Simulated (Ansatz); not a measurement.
# C₂H₈AlGa: small, medium and large basis sets

Aim: see how fast density functionals converge with the basis set for C₂H₈AlGa.

The runs use Ansatz 0.2.0, Gaussian basis; one geometry, several basis sets.

Plan: PBE0-D4/def2-SVP; ωB97M-V/def2-SVP; PBE0-D4/def2-QZVPP; ωB97M-V/def2-QZVPP; the functionals' def2-TZVPP values are taken from earlier runs.

## 1. The relaxed structure

The geometry comes from an earlier relaxation with PBE0-D4 in a triple-zeta def2 set; it is a stationary point, not always the lowest conformer.

SMILES `[CH3][AlH][CH2][GaH2]`, 12 atoms, charge 0, spin multiplicity 1.

Atoms are counted from 1 here; the program's logs count them from 0.

Bond lengths: C1–Al2 1.952 Å, C1–H5 1.096 Å, C1–H6 1.096 Å, C1–H7 1.093 Å, Al2–C3 1.945 Å, Al2–H8 1.593 Å, C3–Ga4 1.953 Å, C3–H9 1.095 Å, C3–H10 1.096 Å, Ga4–H11 1.573 Å, Ga4–H12 1.572 Å. Angles: Al2–C1–H5 110.7°, Al2–C1–H6 111.0°, Al2–C1–H7 113.2°, H5–C1–H6 106.0°, H5–C1–H7 107.9°, H6–C1–H7 107.8°, C1–Al2–C3 121.3°, C1–Al2–H8 119.8°, C3–Al2–H8 118.9°, Al2–C3–Ga4 115.8°, Al2–C3–H9 108.2°, Al2–C3–H10 107.3°, Ga4–C3–H9 108.0°, Ga4–C3–H10 107.1°, H9–C3–H10 110.5°, C3–Ga4–H11 119.8°, C3–Ga4–H12 120.3°, H11–Ga4–H12 119.9°.

## 2. PBE0-D4 in def2-SVP

Input file in.yaml:

```yaml
crystal:
  periodic: [false, false, false]
  atoms:
    - {symbol: C, position_ang: [-1.302252, 1.730740, -0.409624]}
    - {symbol: Al, position_ang: [-0.554988, 0.447149, 0.857073]}
    - {symbol: C, position_ang: [1.148093, -0.429995, 0.519058]}
    - {symbol: Ga, position_ang: [1.070121, -2.040093, -0.582693]}
    - {symbol: H, position_ang: [-2.299503, 1.416505, -0.737394]}
    - {symbol: H, position_ang: [-1.432918, 2.712605, 0.058674]}
    - {symbol: H, position_ang: [-0.683556, 1.865398, -1.300294]}
    - {symbol: H, position_ang: [-1.360433, 0.079781, 2.181107]}
    - {symbol: H, position_ang: [1.589580, -0.700946, 1.483619]}
    - {symbol: H, position_ang: [1.786223, 0.290055, -0.006112]}
    - {symbol: H, position_ang: [1.140838, -1.918627, -2.149676]}
    - {symbol: H, position_ang: [0.898785, -3.452572, 0.086271]}
basis:
  gaussian: {orbitals: def2-SVP}
hamiltonian: {xc: pbe0, dispersion: d4}
output: {orbitals: {seedname: orbitals}}
```

Started as:

```
> ansatz run in.yaml --threads 2 --pin off --events-out ev --progress --plain --max-ram 32768MiB --backend cpu
```

After this run come: ωB97M-V in def2-SVP; PBE0-D4 in def2-QZVPP; ωB97M-V in def2-QZVPP.

Q: Predict the results of all the runs planned. Wanted: PBE0-D4: double and triple zeta above quadruple; ωB97M-V: double and triple zeta above quadruple.

**Answer**, as computed:

| quantity | value |
| --- | --- |
| PBE0-D4: double and triple zeta above quadruple | 13.00, 1.53 eV |
| ωB97M-V: double and triple zeta above quadruple | 13.10, 1.49 eV |

What this shows: PBE0-D4 gains 11.47 eV from double to triple zeta, then 1.53 eV more. These are total energies; as a rule much of such shifts cancels in differences, which this series doesn't test.
